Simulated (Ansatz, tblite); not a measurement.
# The cluster TaSi6+: one state, many levels

Aim: run the singlet of the cluster TaSi6+ at one geometry on many levels, and compare frontier levels, spin and run time.

Program: Ansatz 0.2.0, Gaussian basis. Level of theory: as each input shows. These are calculated values, not measurements.

The runs, in order: GFN1-xTB, GFN2-xTB, PBE-D4/def2-TZVP, r2SCAN-D4/def2-TZVP, B2PLYP/def2-TZVP, ωB97M-V/def2-TZVP, LC-ωPBE/def2-TZVP, PBE-D4/def2-SVP, PBE0-D4/def2-SVP, CCSD(T)/def2-SVP, MP2/def2-TZVP.

4 further runs of the same task are left out: 4 set aside as unsound or not needed. Runs told in other sessions of the task aren't counted.

## (1) The geometry

The singlet was relaxed beforehand with PBE-D4/def2-SVP. At that level it is the lowest of the isomers that a small search found.

7 atoms, charge 1, spin multiplicity 1.

Bond lengths: Ta1–Si2 2.510 Å, Ta1–Si3 2.510 Å, Ta1–Si4 2.469 Å, Ta1–Si5 2.469 Å, Ta1–Si7 3.059 Å, Si2–Si7 2.377 Å, Si3–Si7 2.377 Å, Si4–Si5 2.526 Å, Si4–Si6 2.494 Å, Si4–Si7 2.543 Å, Si5–Si6 2.494 Å, Si5–Si7 2.543 Å, Si6–Si7 2.372 Å. Angles: Si2–Ta1–Si3 74.2°, Si2–Ta1–Si4 65.7°, Si2–Ta1–Si5 101.9°, Si2–Ta1–Si7 49.3°, Si3–Ta1–Si4 101.9°, Si3–Ta1–Si5 65.7°, Si3–Ta1–Si7 49.3°, Si4–Ta1–Si5 61.5°, Si4–Ta1–Si7 53.5°, Si5–Ta1–Si7 53.5°, Ta1–Si2–Si7 77.4°, Ta1–Si3–Si7 77.4°, Ta1–Si4–Si5 59.2°, Ta1–Si4–Si6 114.6°, Ta1–Si4–Si7 75.2°, Si5–Si4–Si6 59.6°, Si5–Si4–Si7 60.2°, Si6–Si4–Si7 56.2° and more.

Ta takes a core potential in the def2 sets. No spin-orbit coupling is included. The ion is computed in the gas phase, without counter-ions or solvent.

PBE0-D4/def2-TZVP was run before; its log isn't repeated, and its numbers join the tables.

## (2) GFN1-xTB

Tight binding, by tblite at 300 K electronic temperature and without a spin-polarisation term:

```python
tblite.interface.Calculator('GFN1-xTB', numbers, positions, charge=1, uhf=0).singlepoint()
```

Energy -335.0265 eV, HOMO -13.51 eV, LUMO -12.94 eV; 0.01 s.

## (3) GFN2-xTB

Tight binding, by tblite at 300 K electronic temperature and without a spin-polarisation term:

```python
tblite.interface.Calculator('GFN2-xTB', numbers, positions, charge=1, uhf=0).singlepoint()
```

Energy -315.8646 eV, HOMO -11.23 eV, LUMO -10.86 eV; 0.019 s.

## (4) PBE-D4/def2-TZVP

start.molden holds the orbitals of an earlier run on this state, given as this run's starting guess.

File in.yaml:

```yaml
crystal:
  periodic: [false, false, false]
  atoms:
    - {symbol: Ta, position_ang: [-1.267911, 0.468329, -1.294603]}
    - {symbol: Si, position_ang: [1.101031, -0.086687, -1.911214]}
    - {symbol: Si, position_ang: [0.154807, 2.196264, -0.158637]}
    - {symbol: Si, position_ang: [-0.421855, -1.624891, -0.294337]}
    - {symbol: Si, position_ang: [-1.210737, 0.278395, 1.166796]}
    - {symbol: Si, position_ang: [0.418092, -1.395272, 2.043168]}
    - {symbol: Si, position_ang: [1.226572, 0.163862, 0.448828]}
basis:
  gaussian: {orbitals: def2-TZVP, initial_orbitals: start.molden}
total_charge: 1
hamiltonian: {xc: pbe, dispersion: d4}
scf: {omitted_lower_state_checks: [starts]}
output: {forces: true, orbitals: {seedname: orbitals}}
```

Launch:

```console
> ansatz run in.yaml --threads 4 --pin off --events-out ev --progress --plain --max-ram 4787MiB
```

Further steps of the session: r2SCAN-D4/def2-TZVP; B2PLYP/def2-TZVP; ωB97M-V/def2-TZVP; LC-ωPBE/def2-TZVP; PBE-D4/def2-SVP; PBE0-D4/def2-SVP; CCSD(T)/def2-SVP; MP2/def2-TZVP.

**Question.** What will the summary of the whole plan be? Wanted: gap in def2-TZVP, named functionals, smallest and largest; correlation energy, CCSD(T)/def2-SVP; correlation energy, MP2/def2-TZVP; PBE0 total energy, smallest basis above largest.

The runs gave:

| quantity | value |
| --- | --- |
| gap in def2-TZVP, named functionals, smallest and largest | 1.25 eV (PBE-D4), 6.81 eV (LC-ωPBE) |
| correlation energy, CCSD(T)/def2-SVP | -25.57 eV |
| correlation energy, MP2/def2-TZVP | -29.81 eV |
| PBE0 total energy, smallest basis above largest | 16.91 eV (def2-SVP, def2-TZVP) |

**Reading.** Orbital gaps of the named functionals in def2-TZVP span 1.25 eV (PBE-D4) to 6.81 eV (LC-ωPBE); exact exchange widens it. Notes on CCSD(T)/def2-SVP and its Hartree-Fock reference, which MP2 shares: restricted state is unstable towards broken spin symmetry.
